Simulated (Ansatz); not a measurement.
# CH4ClNOSi: the cost of one run

All numbers below are computed with Ansatz 0.2.0 (RKS BLYP/cc-pVDZ).

## (1) Starting point

Bond lengths: N1–Si2 1.654 Å, Si2–Cl3 2.022 Å, Si2–C4 1.769 Å, Si2–O5 1.652 Å, C4–O5 1.458 Å, N1–H6 1.093 Å, N1–H7 1.005 Å, C4–H8 1.083 Å, C4–H9 1.114 Å. Angles (14 of 16 angles, heavy atoms first): N1–Si2–Cl3 113.0°, N1–Si2–C4 122.7°, N1–Si2–O5 102.5°, Cl3–Si2–C4 120.9°, Cl3–Si2–O5 101.7°, C4–Si2–O5 50.3°, Si2–C4–O5 60.7°, Si2–O5–C4 69.0°, Si2–N1–H6 105.1°, Si2–N1–H7 111.0°, Si2–C4–H8 119.5°, Si2–C4–H9 120.7°, O5–C4–H8 117.6°, O5–C4–H9 116.5°.

Coordinates:

```xyz
9

N     0.9362    0.9473   -0.9917
Si    0.4661   -0.3556   -0.0883
Cl    0.5978   -2.1038   -1.0962
C    -0.5690   -0.2043    1.3388
O    -1.1699   -0.1501    0.0117
H     0.0262    1.5353   -1.1378
H     1.1643    0.6702   -1.9308
H    -0.5480    0.7110    1.9178
H    -0.8153   -1.0962    1.9596
```

## (2) Relaxing end A

Input file input.yaml:

```yaml
crystal:
  periodic: [false, false, false]
  atoms:
    - { symbol: "N", position_ang: [0.9362, 0.9473, -0.9917] }
    - { symbol: Si, position_ang: [0.4661, -0.3556, -0.0883] }
    - { symbol: Cl, position_ang: [0.5978, -2.1038, -1.0962] }
    - { symbol: C, position_ang: [-0.569, -0.2043, 1.3388] }
    - { symbol: O, position_ang: [-1.1699, -0.1501, 0.0117] }
    - { symbol: H, position_ang: [0.0262, 1.5353, -1.1378] }
    - { symbol: H, position_ang: [1.1643, 0.6702, -1.9308] }
    - { symbol: H, position_ang: [-0.548, 0.711, 1.9178] }
    - { symbol: H, position_ang: [-0.8153, -1.0962, 1.9596] }
basis:
  gaussian: { orbitals: cc-pVDZ }
hamiltonian:
  xc: blyp
relax:
  f_tol: 0.02
  max_steps: 50
```

Started as:

```
ansatz run input.yaml --threads 2 --pin off --max-ram 3072MiB --backend cpu --events-out ev --progress --plain --runs-dir out
```

**Question.** How long does this run take on 2 threads of Arm Neoverse N1, shared host, and how much memory does it need?

About 62 s, with a peak of 0.18 GiB.
